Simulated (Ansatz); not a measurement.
# Sc4As3: the cost of one run

Computed with Ansatz 0.2.0 (DFT PBE, scalar-relativistic, plane waves, PAW, unless a step names another level, unless a step's input says otherwise).

### Step 1. The starting structure

The structure is cubic, space group I-43d (No. 220). The conventional cell has a = 8.178 Å, b = 8.178 Å, c = 8.178 Å, α = 90.00°, β = 90.00°, γ = 90.00°. Sc (site symmetry 3) has 6 As at 2.71 to 2.95 Å as nearest neighbours. Around As (site symmetry -4) lie 8 Sc at 2.71 to 2.95 Å.

Structure file:

```xyz
14
Lattice="-4.0891 4.0891 4.0891 4.0891 -4.0891 4.0891 4.0891 4.0891 -4.0891" Properties=species:S:1:pos:R:3 pbc="T T T"
Sc   -0.5708    3.5183    0.5708
Sc    2.6153    2.6153    2.6153
Sc    3.5183    0.5708   -0.5708
Sc    0.5708   -0.5708    3.5183
Sc   -1.4738    1.4738    5.5629
Sc    1.4738    5.5629   -1.4738
Sc    5.5629   -1.4738    1.4738
Sc    0.5708    0.5708    0.5708
As    2.0445    3.0668    0.0000
As    0.0000    2.0445    3.0668
As    3.0668    0.0000    2.0445
As    1.0223    0.0000    6.1336
As    6.1336    1.0223    0.0000
As    0.0000    6.1336    1.0223
```

It came out lowest among 21 distinct ends of the trial cells. At a tolerance of 0.05 Å it has space group I-43d (No. 220).

### Step 2. Tight relaxation for the response runs, on the response runs' mesh and smearing

Input file input.yaml:

```yaml
crystal:
  lattice:
    - [-4.089097742, 4.089097742, 4.089097742]
    - [4.089097742, -4.089097742, 4.089097742]
    - [4.089097742, 4.089097742, -4.089097742]
  atoms:
    - { symbol: Sc, position: [0.5, 0.0, 0.3604198623] }
    - { symbol: Sc, position: [0.6395801377, 0.6395801377, 0.6395801377] }
    - { symbol: Sc, position: [0.0, 0.3604198623, 0.5] }
    - { symbol: Sc, position: [0.3604198623, 0.5, 0.0] }
    - { symbol: Sc, position: [0.8604198623, 0.5, 0.0] }
    - { symbol: Sc, position: [0.5, 0.0, 0.8604198623] }
    - { symbol: Sc, position: [0.0, 0.8604198623, 0.5] }
    - { symbol: Sc, position: [0.1395801377, 0.1395801377, 0.1395801377] }
    - { symbol: As, position: [0.375, 0.25, 0.625] }
    - { symbol: As, position: [0.625, 0.375, 0.25] }
    - { symbol: As, position: [0.25, 0.625, 0.375] }
    - { symbol: As, position: [0.75, 0.875, 0.125] }
    - { symbol: As, position: [0.125, 0.75, 0.875] }
    - { symbol: As, position: [0.875, 0.125, 0.75] }
basis:
  ecutwfc: 420
kpoints:
  mp_grid: { grid: [6, 6, 6] }
hamiltonian:
  xc: pbe
scf:
  occupations: { method: gaussian, width: 0.1 }
output:
  forces: true
  stress: true
  eigenvalues: true
relax:
  adjacent_minimum: "off"
  f_tol: 0.001
  max_steps: 60
  cell: { stress_tol: 0.01 }
```

Started as:

```console
$ ansatz run input.yaml --threads 3 --pin off --max-ram 7680MiB --backend cpu --events-out ev --progress --plain --runs-dir out
```

**Question.** How long does this run take on 3 threads of Intel Xeon 6975P-C (Granite Rapids), shared host, and how much memory does it need?

About 40 s, with a peak of 1 GiB.
